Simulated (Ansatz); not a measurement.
Geometry optimisation, DFT PBE, scalar-relativistic, plane waves, PAW (Ansatz 0.2.0).

Input file:

```yaml
crystal:
  lattice:
    - [6.606612, 0.0, 0.0]
    - [0.0, 6.210269, 0.0]
    - [0.0, 0.0, 22.601271]
  atoms:
    - { symbol: Ca, position: [0.6609472, 0.5, 0.2159072] }
    - { symbol: Ca, position: [0.1609472, 0.5, 0.1257326] }
    - { symbol: Ca, position: [0.6781056, 0.5, 0.0442453] }
    - { symbol: Ca, position: [1.0, 0.0, 0.2130114] }
    - { symbol: Ca, position: [0.5, 0.0, 0.1286284] }
    - { symbol: Mg, position: [0.0, 0.0, 0.0442453] }
    - { symbol: Ca, position: [0.1609472, 0.5, 0.4690564] }
    - { symbol: Ca, position: [0.6609472, 0.5, 0.3788818] }
    - { symbol: Ca, position: [0.1781056, 0.5, 0.2973945] }
    - { symbol: Ca, position: [0.5, 0.0, 0.4661607] }
    - { symbol: Ca, position: [1.0, 0.0, 0.3817776] }
    - { symbol: Mg, position: [0.5, 0.0, 0.2973945] }
    - { symbol: S, position: [0.7056373, 0.4974384, 0.50578] }
basis:
  ecutwfc: 420.0
kpoints:
  mp_grid: { grid: [3, 3, 1] }
hamiltonian:
  xc: pbe
scf:
  occupations: { method: gaussian, width: 0.05 }
  lower_state_search: "off"
relax:
  f_tol: 0.03
  max_steps: 60
  adjacent_minimum: "off"
  constraints: [{ sites: [2, 5] }]
```

Launched with:

```bash
$ ansatz run input.yaml --threads 4 --pin off --max-ram 10240MiB --backend cpu --events-out ev --progress --plain --runs-dir out
```

Question: Where does it end, and by what steps?

Answer: The forces met the threshold. The force dipped under the threshold on the way, but the program's further checks kept it going. Limits of this set-up: coarse k mesh, slab without dipole correction. After 12 steps the energy has fallen by 0.777 eV; Ca7 moved furthest, 0.76 Å.

```
step  energy less start (eV)  largest force component (eV/Å)  accepted
   0                  0.0000                           1.136       yes
   1                 -0.3695                           0.574       yes
   2                 -0.5704                           0.313       yes
   3                 -0.6702                           0.179       yes
   4                 -0.7119                           0.110       yes
   5                 -0.7320                           0.125       yes
   6                 -0.7501                           0.131       yes
   7                 -0.7711                           0.050       yes
   8                 -0.7731                           0.046       yes
   9                 -0.7643                           0.132        no
  10                 -0.7761                           0.013       yes
  11                 -0.7770                           0.009       yes
  12                 -0.7772                           0.014       yes
```

```xyz
13
Lattice="6.6066 0.0000 0.0000 0.0000 6.2103 0.0000 0.0000 0.0000 22.6013" Properties=species:S:1:pos:R:3
Ca 4.289 3.106 4.667
Ca 1.027 3.102 2.544
Ca 4.480 3.105 1.000
Ca 6.554 -0.008 4.412
Ca 3.286 0.000 2.705
Mg 0.000 0.000 1.000
Ca 0.313 3.044 10.535
Ca 4.054 3.187 8.367
Ca 1.000 3.088 6.424
Ca 3.460 0.181 10.367
Ca 6.696 -0.028 8.165
Mg 3.306 0.018 6.480
S 4.266 2.673 11.018
```

Whether the end is a true minimum wasn't checked by a vibrational analysis.

Time of the run: 65 s on 4 threads of Intel(R) Xeon(R) Platinum 8488C (Sapphire Rapids), with other jobs on the host, peak memory 1.7 GiB.
